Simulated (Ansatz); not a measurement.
# CoSi4Ru3: properties of a relaxed candidate

This session takes a relaxed cell of CoSi4Ru3 and sets out to see how the gap depends on the level of theory.

Computed with Ansatz 0.2.0 (DFT PBE, scalar-relativistic, plane waves, PAW, unless a step names another level, unless a step's input says otherwise).

3 further runs of the same task are left out: 1 that didn't finish, 2 set aside as unsound or not needed. Runs told in other sessions of the task aren't counted.

## 1. The system as given

Symmetry: I4/mmm, No. 139, tetragonal system. The conventional cell has a = 4.128 Å, b = 4.128 Å, c = 11.566 Å, α = 90.00°, β = 90.00°, γ = 90.00°. Co (site symmetry 4/mmm) has 8 Si at 2.50 Å in its first shell of neighbours. Si (site symmetry 2mm) has 2 Co at 2.50 Å and 6 Ru at 2.50 to 2.54 Å in its first shell of neighbours. Around Ru (site symmetry 4/mmm) lie 8 Si at 2.50 Å. Ru (site symmetry 4mm) has 8 Si at 2.53 to 2.54 Å and 1 Co at 2.88 Å and 5 Ru at 2.90 to 2.92 Å in its first shell of neighbours.

Structure file:

```cif
data_structure
_symmetry_space_group_name_H-M 'I4/mmm'
_symmetry_Int_Tables_number 139
_cell_length_a 4.1282
_cell_length_b 4.1282
_cell_length_c 11.5664
_cell_angle_alpha 90.000
_cell_angle_beta 90.000
_cell_angle_gamma 90.000
_cell_volume 197.12
loop_
_atom_site_label
_atom_site_type_symbol
_atom_site_symmetry_multiplicity
_atom_site_Wyckoff_symbol
_atom_site_fract_x
_atom_site_fract_y
_atom_site_fract_z
_atom_site_occupancy
Co1 Co 2 a 0.00000 0.00000 0.00000 1
Si1 Si 8 g 0.50000 0.00000 0.12252 1
Ru1 Ru 2 b 0.50000 0.50000 0.00000 1
Ru2 Ru 4 e 0.50000 0.50000 0.25094 1
```

The cell was relaxed beforehand at this level, from a generated guess; it needn't be the stable form of this composition. At a tolerance of 0.05 Å it has space group I4/mmm (No. 139); it has 12.32 Å³/atom, an uncorrected energy of -0.52 eV/atom over the elements and, on its mesh, gap none (metal).

## 2. Level of theory: r2SCAN

The input, input.yaml:

```yaml
crystal:
  lattice:
    - [-2.0641016998, 2.0641016998, 5.7832067797]
    - [2.0641016998, -2.0641016998, 5.7832067797]
    - [2.0641016998, 2.0641016998, -5.7832067797]
  atoms:
    - { symbol: Co, position: [0.0, 0.0, 0.0], spin: 3.0 }
    - { symbol: Si, position: [0.1225174423, 0.6225174423, 0.5] }
    - { symbol: Si, position: [0.6225174423, 0.1225174423, 0.5] }
    - { symbol: Si, position: [0.8774825577, 0.3774825577, 0.5] }
    - { symbol: Si, position: [0.3774825577, 0.8774825577, 0.5] }
    - { symbol: Ru, position: [0.5, 0.5, 0.0], spin: 1.0 }
    - { symbol: Ru, position: [0.7509400536, 0.7509400536, 0.0], spin: 1.0 }
    - { symbol: Ru, position: [0.2490599464, 0.2490599464, 0.0], spin: 1.0 }
basis:
  ecutwfc: 500
kpoints:
  mp_grid: { grid: [12, 12, 12] }
  band_path:
    path:
      - [[0.0, 0.0, 0.0], [0.0, 0.0, 0.5], [0.25, 0.25, 0.25], [0.0, 0.5, 0.0], [0.0, 0.0, 0.0], [0.5, 0.5, -0.5], [0.28184672, 0.71815328, -0.28184672]]
      - [[-0.28184672, 0.28184672, 0.28184672], [0.0, 0.0, 0.0]]
      - [[0.0, 0.0, 0.5], [-0.06369345, 0.06369345, 0.5]]
      - [[0.5, 0.5, -0.06369345], [0.5, 0.5, -0.5]]
    npoints: 14
hamiltonian:
  xc: r2scan
scf:
  occupations: { method: gaussian, width: 0.1 }
  n_extra_bands: 20
output:
  forces: true
  stress: true
  eigenvalues: true
  populations: true
  dos: { projected: true, de: 0.02, nscf_kmesh: { grid: [15, 15, 15] } }
  bader: true
magnetization:
  spin_polarized: true
```

The run is started by

```bash
$ ansatz run input.yaml --threads 4 --pin off --max-ram 8192MiB --backend cpu --events-out ev --progress --plain --runs-dir out
```

The log of the run:

```text
Warning: RAYON_NUM_THREADS=4 ignored (pool sized by the plan → 4); use --threads N
basis.fft_grid_basis auto: the FFT boxes are laid along the combinations [[1, 0, 1], [0, 1, 1], [0, 0, 1]] of the cell's own vectors, 4.128, 4.128 and 6.478 Å long. The dense box has 32×32×48 points. Along the cell's own vectors, as sized, it would have 48×48×48, 2.25 times as many. Of the 16 symmetry operations that the crystal satisfies within crystal.symmetry.tolerance (time reversal apart; of a slab, those that keep its plane) the dense box along the cell's own vectors carries 16, and the one as laid loses 12 of those. basis.fft_grid_basis: typed keeps the cell's own vectors: state it where this run's energies or levels are differenced outside the engine with another run's, or held beside a run that keeps those vectors.
scf.n_extra_bands = 20 over 41 filled bands (N_el = 81.0): the run solves 61 bands
Engine: ansatz 0.2.0, x86_64-unknown-linux-gnu
Pseudopotentials: kind: paw
Pseudopotential: Co, paw, valence charge 17, recommended cutoff 500 eV (meta_gga), Co.paw.azcp
Pseudopotential: Si, paw, valence charge 4, recommended cutoff 500 eV (meta_gga), Si.paw.azcp
Pseudopotential: Ru, paw, valence charge 16, recommended cutoff 500 eV (meta_gga), Ru.paw.azcp
Functional definition: r2SCAN
  parameter k0 = 0.174
  parameter k1 = 0.065
  parameter a1 = 4.9479
  exchange = r2scan_x(k0 = k0, k1 = k1, a1 = a1)
  correlation = r2scan_c
Crystal: 8 atoms, lattice volume = 98.558 Å³
Basis set: ecut = 500 eV, 2509 PW (Γ), FFT grids on a1+a3, a2+a3, a3, exchange–correlation on 128×128×192 points (64 copies of the dense FFT grid, shifted against one another)
Bands: 61, of which v1, the nominal top of the filled ones, is band 41 counted from 1 (40 counted from 0)
Symmetry: 16 space group operations
Space group: I4/mmm (ITA 139), of the structure as read, at distance tolerance 4.6e-5 Å
Magnetic group: BNS 139.531 (UNI 1191), of the structure as read, at distance tolerance 4.6e-5 Å
k-points: 163 of 1728
Non-local potential: Co, projectors of the file, l = 0: 3, l = 1: 2, l = 2: 3, l = 3: 1
Non-local potential: Si, projectors of the file, l = 0: 2, l = 1: 2, l = 2: 2
Non-local potential: Ru, projectors of the file, l = 0: 3, l = 1: 2, l = 2: 2, l = 3: 1
PAW form: soft (Blöchl's): semilocal exchange-correlation on the pseudo side does not see the compensation charge
PAW frozen core: Co, regenerated for the run's functional (the file was generated under x = pbe(κ = 0.804, μ = 0.2195149727645171), c = pbe(β = 0.06672455060314922))
PAW frozen core: Si, regenerated for the run's functional (the file was generated under x = pbe(κ = 0.804, μ = 0.2195149727645171), c = pbe(β = 0.06672455060314922))
PAW frozen core: Ru, regenerated for the run's functional (the file was generated under x = pbe(κ = 0.804, μ = 0.2195149727645171), c = pbe(β = 0.06672455060314922))
PAW one-centre angular grid: Co, 590 points (default); XC on 160 Gauss nodes
PAW one-centre angular grid: Si, 302 points (default); XC on 160 Gauss nodes
PAW one-centre angular grid: Ru, 590 points (default); XC on 160 Gauss nodes
Initial density: superposition of atomic densities (chi_scale 0.1, normalization cell)
Starting moments: Σ|m| = 6 μB on 4 of 8 sites
Initial wavefunctions: pseudopotential atomic-orbital guess
Functional: x = r2scan, c = r2scan; τ floored in thin density (d = 2e-4 eV/Å³)
SCF iter   1: F=—  HF=-25363.996244 eV  |F-HF|=—  |Δ(HF+E_count)|=         —  Δρ=6.68e-2 (↑6.68e-2 ↓3.87e-2)  dr2=9.64e0  dr2_τ=1.43e-1  dr2_m=6.86e-1  M=2.929 μB ∫|m|=4.063 μB  β_m=0.59  ethr=3.10e-3  ⟨swp⟩=6.1  Hψ=81063  notcnv=0  defer=612
Mixer restart at iter 1: flushing history
preconditioner: auto → Kerker (q_TF=auto, 2.641 Å⁻¹)  [metal: Δε(μ)=0.003 eV  Ē_g=10.657 eV  σ=0.100 eV  W_gap=0.01  n_scr=32 (ndim 8)  ℏωp=26.2 eV  f_vac=0.000  D(μ)=3.25/eV (n_scr^D=32)]
spin=Collinear: Kerker preconditioning applied to the charge; magnetization (m = ρ↑ − ρ↓) channel mixes plain (no charge-response kernel on spin).
SCF iter   2: F=—  HF=-25361.663894 eV  |F-HF|=—  |Δ(HF+E_count)|=    2.33e0  Δρ=3.67e-2 (↑3.67e-2 ↓3.13e-2)  dr2=3.30e0  dr2_τ=2.76e-2  dr2_m=3.66e-1  M=2.396 μB ∫|m|=3.707 μB  β_m=0.97  ethr=3.10e-3  ⟨swp⟩=2.4  Hψ=32505  notcnv=0  defer=4366  κ⁻¹=1.0e0(r=1)
SCF iter   3: F=—  HF=-25362.093990 eV  |F-HF|=—  |Δ(HF+E_count)|=   4.30e-1  Δρ=2.11e-2 (↑1.35e-2 ↓2.11e-2)  dr2=8.37e-1  dr2_τ=1.32e-2  dr2_m=7.48e-2  M=1.654 μB ∫|m|=3.120 μB  β_m=1.00  ethr=3.10e-3  ⟨swp⟩=2.2  Hψ=27482  notcnv=0  defer=4369  κ⁻¹=6.8e-2(r=2)
SCF iter   4: F=—  HF=-25363.156271 eV  |F-HF|=—  |Δ(HF+E_count)|=    1.06e0  Δρ=1.22e-2 (↑9.04e-3 ↓1.22e-2)  dr2=4.29e-1  dr2_τ=1.42e-3  dr2_m=1.87e-2  M=1.381 μB ∫|m|=2.644 μB  β_m=1.00  ethr=1.03e-3  ⟨swp⟩=2.1  Hψ=27613  notcnv=0  defer=4519  κ⁻¹=9.3e-3(r=3)
SCF iter   5: F=—  HF=-25363.882655 eV  |F-HF|=—  |Δ(HF+E_count)|=   7.26e-1  Δρ=5.69e-3 (↑5.69e-3 ↓5.13e-3)  dr2=1.20e-1  dr2_τ=1.10e-3  dr2_m=7.68e-3  M=1.181 μB ∫|m|=2.096 μB  β_m=1.00  ethr=5.29e-4  ⟨swp⟩=2.2  Hψ=27669  notcnv=0  defer=4519  κ⁻¹=2.5e-3(r=4)
SCF iter   6: F=—  HF=-25363.852863 eV  |F-HF|=—  |Δ(HF+E_count)|=         —  Δρ=6.28e-3 (↑6.28e-3 ↓4.43e-3)  dr2=3.09e-2  dr2_τ=1.15e-3  dr2_m=4.63e-3  M=1.045 μB ∫|m|=1.753 μB  β_m=1.00  ethr=1.48e-4  ⟨swp⟩=2.0  Hψ=34488  notcnv=0  defer=4550
Mixer restart at iter 6: flushing history
SCF iter   7: F=—  HF=-25363.906105 eV  |F-HF|=—  |Δ(HF+E_count)|=   5.32e-2  Δρ=4.60e-3 (↑4.60e-3 ↓3.79e-3)  dr2=2.52e-2  dr2_τ=8.22e-4  dr2_m=4.57e-4  M=1.039 μB ∫|m|=1.729 μB  β_m=1.00  ethr=3.81e-5  ⟨swp⟩=1.9  Hψ=22902  notcnv=0  defer=4550  κ⁻¹=1.0e0(r=1)
SCF iter   8: F=—  HF=-25363.954498 eV  |F-HF|=—  |Δ(HF+E_count)|=   4.84e-2  Δρ=3.07e-3 (↑3.07e-3 ↓2.80e-3)  dr2=1.71e-2  dr2_τ=3.85e-4  dr2_m=2.85e-5  M=1.029 μB ∫|m|=1.713 μB  β_m=1.00  ethr=3.11e-5  ⟨swp⟩=2.0  Hψ=34880  notcnv=0  defer=4554  κ⁻¹=1.1e-1(r=2)
[... 2 lines left out ...]
SCF iter  11: F=—  HF=-25363.982909 eV  |F-HF|=—  |Δ(HF+E_count)|=   1.49e-4  Δρ=3.43e-4 (↑2.08e-4 ↓3.43e-4)  dr2=8.27e-5  dr2_τ=3.90e-6  dr2_m=2.55e-5  M=1.019 μB ∫|m|=1.705 μB  β_m=1.00  ethr=1.56e-7  ⟨swp⟩=2.0  Hψ=33219  notcnv=0  defer=4550  κ⁻¹=1.5e-3(r=5)
SCF iter  12: F=—  HF=-25363.983040 eV  |F-HF|=—  |Δ(HF+E_count)|=   1.30e-4  Δρ=2.45e-4 (↑1.31e-4 ↓2.45e-4)  dr2=7.83e-5  dr2_τ=1.09e-6  dr2_m=6.46e-6  M=1.018 μB ∫|m|=1.701 μB  β_m=1.00  ethr=1.02e-7  ⟨swp⟩=2.0  Hψ=29333  notcnv=0  defer=4550  κ⁻¹=1.4e-4(r=6)
SCF iter  13: F=—  HF=-25363.983106 eV  |F-HF|=—  |Δ(HF+E_count)|=   6.63e-5  Δρ=1.57e-4 (↑9.43e-5 ↓1.57e-4)  dr2=2.96e-5  dr2_τ=8.46e-7  dr2_m=7.07e-6  M=1.017 μB ∫|m|=1.699 μB  β_m=1.00  ethr=9.67e-8  ⟨swp⟩=2.0  Hψ=26467  notcnv=0  defer=4550  κ⁻¹=9.6e-5(r=7)
SCF iter  14: F=—  HF=-25363.983121 eV  |F-HF|=—  |Δ(HF+E_count)|=   1.52e-5  Δρ=5.78e-5 (↑4.40e-5 ↓5.78e-5)  dr2=9.67e-6  dr2_τ=5.86e-8  dr2_m=3.37e-7  M=1.017 μB ∫|m|=1.696 μB  β_m=1.00  ethr=3.66e-8  ⟨swp⟩=2.0  Hψ=32762  notcnv=0  defer=4550  κ⁻¹=3.7e-5(r=8)
SCF iter  15: F=—  HF=-25363.983121 eV  |F-HF|=—  |Δ(HF+E_count)|=   1.77e-7  Δρ=2.46e-5 (↑2.39e-5 ↓2.46e-5)  dr2=1.79e-6  dr2_τ=2.90e-8  dr2_m=2.26e-8  M=1.017 μB ∫|m|=1.695 μB  β_m=1.00  ethr=1.19e-8  ⟨swp⟩=2.4  Hψ=26799  notcnv=0  defer=4550  κ⁻¹=3.8e-5(r=8)
SCF iter  16: F=—  HF=-25363.983123 eV  |F-HF|=—  |Δ(HF+E_count)|=   1.09e-6  Δρ=2.42e-5 (↑1.68e-5 ↓2.42e-5)  dr2=1.18e-6  dr2_τ=9.37e-9  dr2_m=6.66e-8  M=1.017 μB ∫|m|=1.695 μB  β_m=1.00  ethr=2.21e-9  ⟨swp⟩=2.0  Hψ=32400  notcnv=0  defer=4550  κ⁻¹=4.0e-6(r=8)
SCF iter  17: F=—  HF=-25363.983123 eV  |F-HF|=—  |Δ(HF+E_count)|=   9.95e-9  Δρ=9.00e-6 (↑7.04e-6 ↓9.00e-6)  dr2=1.52e-7  dr2_τ=1.23e-9  dr2_m=3.77e-9  M=1.017 μB ∫|m|=1.695 μB  β_m=1.00  ethr=1.45e-9  ⟨swp⟩=2.0  Hψ=30313  notcnv=0  defer=4550  κ⁻¹=2.7e-6(r=8)
SCF iter  18: F=—  HF=-25363.983123 eV  |F-HF|=—  |Δ(HF+E_count)|=   7.82e-8  Δρ=3.64e-6 (↑3.64e-6 ↓2.87e-6)  dr2=1.55e-8  dr2_τ=3.54e-10  dr2_m=5.66e-10  M=1.017 μB ∫|m|=1.695 μB  β_m=1.00  ethr=1.87e-10  ⟨swp⟩=1.6  Hψ=23266  notcnv=0  defer=4550  κ⁻¹=1.5e-5(r=8)
SCF iter  19: F=—  HF=-25363.983123 eV  |F-HF|=—  |Δ(HF+E_count)|=   7.13e-8  Δρ=3.51e-6 (↑3.22e-6 ↓3.51e-6)  dr2=2.75e-8  dr2_τ=1.72e-10  dr2_m=2.38e-10  M=1.017 μB ∫|m|=1.695 μB  β_m=1.00  ethr=1.92e-11  ⟨swp⟩=2.0  Hψ=33087  notcnv=0  defer=4550  κ⁻¹=2.8e-5(r=8)
SCF iter  20: F=-25363.983123 eV  HF=-25363.983123 eV  |F-HF|=2.18e-10  |Δ(HF+E_count)|=   1.77e-8  Δρ=9.01e-7 (↑9.01e-7 ↓7.77e-7)  dr2=2.11e-9  dr2_τ=2.90e-11  dr2_m=7.76e-11  M=1.017 μB ∫|m|=1.695 μB  ethr=1.92e-11  ⟨swp⟩=8.0  Hψ=101125  notcnv=0
SCF 1 converged in 20 iterations: F = -25363.983123 eV  dr2 = 2.11e-9
this state was not tested for a lower state beside it, because the mixer in use, unlike msr1, does not test its closes by its own steps (another_mixer; see scf.mixing.algorithm and scf.lower_state_search)
NSCF: frozen V_eff on 130 k-points
NSCF: frozen V_eff on 288 k-points
SCF converged after 20 iterations
Magnetization: 1.0167 μB (41.0084 up, 39.9916 down)
Absolute magnetization: 1.6959 μB (∫|ρ↑−ρ↓|, with the PAW one-centre terms)
Spin contamination: 0.2078 ħ² per cell (⟨S²⟩ above its minimum at these occupations)
Per-site moments (μB) at R_I (Å): [(1.0679879395956682, 1.032787688382391), (-0.006299567673477081, 1.032787688382391), (-0.0062995676734770144, 1.032787688382391), (-0.006299567673477188, 1.032787688382391), (-0.006299567673477007, 1.032787688382391), (0.23421315511064847, 1.032787688382391), (-0.056960182303696816, 1.0437771467134438), (-0.05696018230369689, 1.0437771467134442)]
Free energy (F): -25363.983123 eV
Harris-Foulkes:  -25363.983123 eV  (|F-HF|=2.18e-10)
Internal energy: -25363.974687 eV  (E = F + TS)
E sigma→0 (E₀):  -25363.978905 eV
Entropy (-TS):   -0.008435 eV (-1.054 meV/atom)
Fermi energy:    18.592839 eV
--- Per-component energies (eV) ---
  E_band       = -539.257377
  E_kinetic    = 2185.204781
  E_local      = -8599.925673  (includes V_loc(G=0)·N_el)
  E_nonlocal   = 1584.419152
  E_hartree    = 3333.790293
  E_xc         = -925.964478
  E_vxc        = -1247.256241  (∫ρ·V_xc dr)
  E_paw        = -14043.060237  (= ΣΔE_a)
  E_vpaw       = -1210.694150  (= ΣTr[D̂ρ^β])
  E_aug_tail   = 0.000305  (compensation charges beyond the density's cutoff)
  E_vtau       = 81.411546  (kinetic-family band-sum trace: ∫τ·v_τ [+ j·A + Jᵃ·Aᵃ] dr)
  E_ewald      = -8896.905025
  E_core_change = -1.533805  (= ΣΔE_core)
  E_smearing   = -0.008435  (= −TS)
  E_closure    = -0.000000  (closes the sum)
  Σ components = -25363.983123   (vs F -25363.983123, Δ=0.00e0)
--- Forces (eV/Å), atoms counted from 1 ---
  atom   1  Co     0.00000000    -0.00000000    -0.00000000
  atom   2  Si    -0.00000000     0.00000000    -0.05583255
  atom   3  Si    -0.00000000    -0.00000000    -0.05583255
  atom   4  Si     0.00000000     0.00000000     0.05583255
  atom   5  Si     0.00000000     0.00000000     0.05583255
  atom   6  Ru     0.00000000    -0.00000000     0.00000000
  atom   7  Ru     0.00000000     0.00000000    -0.01639834
  atom   8  Ru    -0.00000000     0.00000000     0.01639834
  max |Σ_I F_I| component: 1.39e-17 eV/Å
--- Stress (GPa, compression-positive) ---
       -5.819824      -0.000000      -0.000000
       -0.000000      -5.819824      -0.000000
       -0.000000      -0.000000      -5.701413
  P = ⅓ Tr σ = -5.7804 GPa (-57.804 kbar)
--- Band table (eV; the first three rows and the last of 326) ---
  k-point 0 ↑: bands = ["-81.0809", "-56.5936", "-56.5659", "-56.5218", "-42.9507", "-42.9507", "-42.8983", "-26.0068", "-25.9553", "-25.9553", "-25.9225", "-25.9225", "-25.8224", "-25.7794", "-25.7010", "-25.7010", "4.5709", "8.5770", "9.5776", "9.7631", "10.0393", "11.9369", "11.9369", "12.4894", "12.4894", "13.4279", "13.4459", "14.4121", "15.1703", "15.1703", "15.4392", "15.6991", "16.8191", "17.1257", "17.1257", "17.4047", "17.7020", "18.1863", "18.1863", "18.4772", "18.4772", "18.5353", "18.8805", "18.9687", "19.4261", "21.2536", "21.2536", "21.3757", "21.5271", "22.9072", "23.5429", "24.4122", "25.2833", "26.6384", "26.6384", "27.7727", "27.8358", "27.8756", "27.8756", "28.3480", "28.3480"]
  k-point 1 ↑: bands = ["-81.0809", "-56.5934", "-56.5645", "-56.5233", "-42.9507", "-42.9507", "-42.8982", "-26.0052", "-25.9580", "-25.9367", "-25.9232", "-25.9230", "-25.8246", "-25.7786", "-25.7209", "-25.6992", "4.7096", "8.6012", "9.5579", "9.8682", "9.9139", "11.9181", "12.0857", "12.4363", "12.5051", "13.4170", "13.4992", "14.4712", "15.0426", "15.2109", "15.4488", "15.7132", "16.6950", "16.8755", "16.9423", "17.1346", "17.4923", "17.7898", "18.0504", "18.1879", "18.3435", "18.7685", "19.0407", "19.2781", "19.7235", "20.7036", "21.5418", "21.8299", "21.9771", "23.3718", "23.6615", "24.2683", "24.9249", "26.5693", "26.9636", "27.1341", "27.5947", "27.9277", "27.9752", "28.0933", "28.4054"]
  k-point 2 ↑: bands = ["-81.0809", "-56.5928", "-56.5606", "-56.5277", "-42.9508", "-42.9507", "-42.8982", "-26.0009", "-25.9654", "-25.9251", "-25.9243", "-25.8859", "-25.8305", "-25.7761", "-25.7750", "-25.6942", "5.1191", "8.6678", "9.4814", "9.4876", "10.3525", "11.8274", "12.2562", "12.4330", "12.6199", "13.2729", "13.6596", "14.6298", "14.7276", "15.3265", "15.4924", "15.7675", "16.1036", "16.3534", "16.5184", "16.7599", "17.0334", "17.1539", "17.6415", "18.0161", "18.1508", "19.0289", "19.4877", "19.7312", "19.8790", "20.0678", "22.2829", "22.5490", "23.4403", "23.6610", "23.9484", "24.4165", "24.6824", "25.6791", "26.6748", "26.8859", "26.9522", "27.1031", "27.5072", "28.6524", "29.0438"]
  k-point 162 ↓: bands = ["-79.3368", "-56.6270", "-56.5794", "-56.3364", "-41.2469", "-41.2469", "-41.1951", "-26.0375", "-26.0375", "-25.9120", "-25.9008", "-25.7831", "-25.7831", "-25.6539", "-25.6013", "-25.6013", "5.6269", "5.8824", "8.8746", "11.3526", "11.3526", "11.4209", "12.6307", "13.0256", "13.6505", "13.6788", "13.6788", "14.5766", "15.0018", "15.6557", "15.9389", "15.9389", "15.9645", "15.9645", "16.5241", "16.5241", "17.4495", "17.6896", "19.2493", "19.2652", "19.3734", "19.4534", "19.4746", "20.8674", "20.8674", "21.0421", "21.5221", "22.4533", "23.1982", "23.1982", "23.6434", "23.6434", "24.4631", "24.7583", "24.7583", "25.4023", "25.8960", "26.3374", "28.7049", "29.8309", "30.2957"]
--- Löwdin populations: 8 sites ---
  site symbol       q [e]    m [muB]
     0     Co     16.5021     1.0276
     1     Si      3.8596    -0.0068
     2     Si      3.8596    -0.0068
     3     Si      3.8596    -0.0068
     4     Si      3.8596    -0.0068
     5     Ru     16.1270     0.2449
     6     Ru     16.0533    -0.0706
     7     Ru     16.0533    -0.0706
  spilling = 0.010194 (of n_electrons = 81.000000)
--- Bader charges: 8 sites ---
  site symbol  charge [e]  shift [e]    m [muB]
     0     Co     -0.1023     0.0003     1.0329
     1     Si      0.6384     0.0021    -0.0204
     2     Si      0.6384     0.0021    -0.0204
     3     Si      0.6384     0.0021    -0.0204
     4     Si      0.6384     0.0021    -0.0204
     5     Ru     -0.9600     0.0035     0.2055
     6     Ru     -0.7457     0.0022    -0.0699
     7     Ru     -0.7457     0.0022    -0.0699
  estimated error of the sums over rays = 8.3e-4 e
```

Wall time 7.9 min (4 threads of Intel Xeon at 2.50GHz (Skylake/Cascade Lake), shared host); peak memory 2.1 GiB.

Site by site:

```
atom  moment in the atom's sphere (μB)  Löwdin electrons  Bader charge (e)  Bader volume (Å³)
 Co1                              1.07             16.50             -0.10               10.9
 Si2                             -0.01              3.86             +0.64               10.3
 Si3                             -0.01              3.86             +0.64               10.3
 Si4                             -0.01              3.86             +0.64               10.3
 Si5                             -0.01              3.86             +0.64               10.3
 Ru6                              0.23             16.13             -0.96               15.8
 Ru7                             -0.06             16.05             -0.75               15.3
 Ru8                             -0.06             16.05             -0.75               15.3
```

The Löwdin counts miss 0.83 of the 81 electrons, which the atomic orbitals do not span, so they are no charges.

From bands.tsv, the levels nearest the Fermi level at the path's corners, in eV from the Fermi level:

```
point  band 39 dn  band 40 up  band 40 dn  band 41 up  band 42 up  band 41 dn  band 42 dn  band 43 up
    Γ        0.00       -0.12        0.03       -0.12       -0.06        0.03        0.35        0.29
    X       -1.66       -1.12       -0.86       -1.02       -0.66        0.74        0.86        0.97
    P       -1.15       -1.38       -1.15       -0.99       -0.67        0.75        0.79        0.95
    N       -1.52       -2.00       -1.32        0.28        0.93        1.30        1.51        1.64
    Γ        0.00       -0.12        0.03       -0.12       -0.06        0.03        0.35        0.29
    M        0.66       -0.89        0.67        0.63        0.83        0.78        0.86        0.91
    S       -1.63       -0.95       -0.86        0.09        0.46        1.07        1.20        1.25
   S0       -1.63       -0.95       -0.86        0.09        0.46        1.07        1.20        1.25
    Γ        0.00       -0.12        0.03       -0.12       -0.06        0.03        0.35        0.29
    X       -1.66       -1.12       -0.86       -1.02       -0.66        0.74        0.86        0.97
    R       -1.68       -1.18       -0.94       -0.95       -0.66        0.74        0.86        0.96
    G       -1.68       -1.18       -0.94       -0.95       -0.66        0.74        0.86        0.96
    M        0.66       -0.89        0.67        0.63        0.83        0.78        0.86        0.91
```

States per cell in windows of 1 eV, from dos.tsv and pdos.tsv (zero at the Fermi level):

| from | to | total | Co 3d | Si 3s | Si 3p | Ru 4d |
| --- | --- | --- | --- | --- | --- | --- |
| -8 | -7 | 1.53 | 0.04 | 0.12 | 0.76 | 0.45 |
| -7 | -6 | 4.92 | 0.20 | 0.15 | 2.27 | 1.98 |
| -6 | -5 | 4.38 | 0.31 | 0.09 | 1.75 | 2.09 |
| -5 | -4 | 4.76 | 0.64 | 0.02 | 1.36 | 2.61 |
| -4 | -3 | 6.15 | 1.40 | 0.03 | 0.59 | 3.86 |
| -3 | -2 | 10.24 | 2.68 | 0.10 | 0.99 | 6.03 |
| -2 | -1 | 6.62 | 2.18 | 0.13 | 0.57 | 3.43 |
| -1 | 0 | 2.15 | 0.42 | 0.20 | 0.41 | 0.92 |
| 0 | 1 | 3.53 | 0.71 | 0.33 | 0.76 | 1.52 |
| 1 | 2 | 4.31 | 0.55 | 0.50 | 1.19 | 1.81 |
| 2 | 3 | 2.87 | 0.17 | 0.77 | 0.94 | 0.70 |
| 3 | 4 | 3.53 | 0.16 | 0.73 | 1.28 | 0.71 |
| 4 | 5 | 3.61 | 0.13 | 0.28 | 1.42 | 0.57 |
| 5 | 6 | 3.83 | 0.10 | 0.12 | 1.85 | 0.51 |

A further 40 or so states lie below the table's range.

[end of part 1 of 2]
